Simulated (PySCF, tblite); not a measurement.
# C₂H₉OP₂Si₂ radical: geometry, infrared bands and EPR parameters

Wanted: the infrared bands and EPR parameters of C₂H₉OP₂Si₂ radical (`C[C@@H]([O])[SiH]1P[SiH2]P1`), by calculation.

Computed with tblite 0.8.0 and PySCF 2.14.0, with density-fitted response routines of our own, on a single molecule in the gas phase. Atoms are numbered from 0 throughout.

## Step 1: The molecule as given

16 atoms, charge 0, multiplicity 2; geometry from: force field or distance geometry start.

Bonds of the start (Å): C0–C1 1.54, C1–O2 1.33, C1–Si3 1.92, Si3–P4 2.21, P4–Si5 2.19, Si5–P6 2.19, P6–Si3 2.22, C0–H7 1.10, C0–H8 1.10, C0–H9 1.11, C1–H10 1.09, Si3–H11 1.49, P4–H12 1.42, Si5–H13 1.48, Si5–H14 1.49, P6–H15 1.42.

## Step 2: Geometry optimisation with GFN2-xTB

Job settings and geometry (Å):

```
{"job": {"kind": "relax", "xc": "GFN2-xTB", "basis": "xTB"}, "charge": 0, "multiplicity": 2}
C     -2.367300     0.335800     0.299000
C     -1.095200     0.553600    -0.548400
O     -0.512900     1.656700    -0.084100
Si     0.043400    -0.995800    -0.474000
P      1.946700    -0.719300    -1.555400
Si     2.574300     0.008300     0.414700
P      1.107000    -1.246000     1.457200
H     -2.161400     0.229700     1.376800
H     -2.905200    -0.567600    -0.020600
H     -3.075900     1.179000     0.187800
H     -1.436200     0.517700    -1.585300
H     -0.635400    -2.263700    -0.880400
H      1.586300     0.549200    -2.074400
H      2.565200     1.467600     0.658100
H      3.937100    -0.509500     0.703800
H      0.421700    -0.186700     2.113800
```

Command:

```sh
$ OMP_NUM_THREADS=1 python probes_run.py task.json out
```

One launch serves the whole session: the jobs run in the order shown.

**Question.** This job is followed by: GFN2-xTB harmonic vibrations, gas phase; UKS B3LYP, pcH-1 on C H O P Si, non-relativistic, mean-field spin-orbit, GIAO. Predict these results of the whole session: strongest single infrared mode (GFN2-xTB); zero-point energy (GFN2-xTB); g(iso) (B3LYP); ⟨S²⟩; largest a(iso) (averaged by class); potential on the surface of density 0.002 e/bohr³, 1st and 99th percentile.

**Answer**, as computed:

| quantity | value |
| --- | --- |
| strongest single infrared mode (GFN2-xTB) | 605 cm⁻¹, 315 km/mol |
| zero-point energy (GFN2-xTB) | 62.5 kcal/mol |
| g(iso) (B3LYP) | 2.01060 |
| ⟨S²⟩ | 0.756 (exact 0.75) |
| largest a(iso) (averaged by class) | 29Si on Si3, -228.3 MHz |
| potential on the surface of density 0.002 e/bohr³, 1st and 99th percentile | -1.37 V and 1.39 V |

What this shows: Relaxing lowered the energy by 0.714 eV in 76 steps; the close pair that moved most is C1–Si3, from 1.924 to 2.106 Å. No mode is imaginary among the 42: a minimum at this level. The strongest single mode, at 605 cm⁻¹, is spread over many atoms; the largest shares are those of H13, H14. Unscaled tight-binding wavenumbers are off by several per cent, some by more. Its intensities can rank the bands wrongly. The largest share of the spin, 0.57 e, sits on O2. The isotropic g lies 8.3 ppt above the free-electron value. The conformer search (at its own cheap level) found a structure 30.2 kcal/mol lower, too far down for a turn about a bond: it may have other bonds, so these spectra needn't be the molecule's.
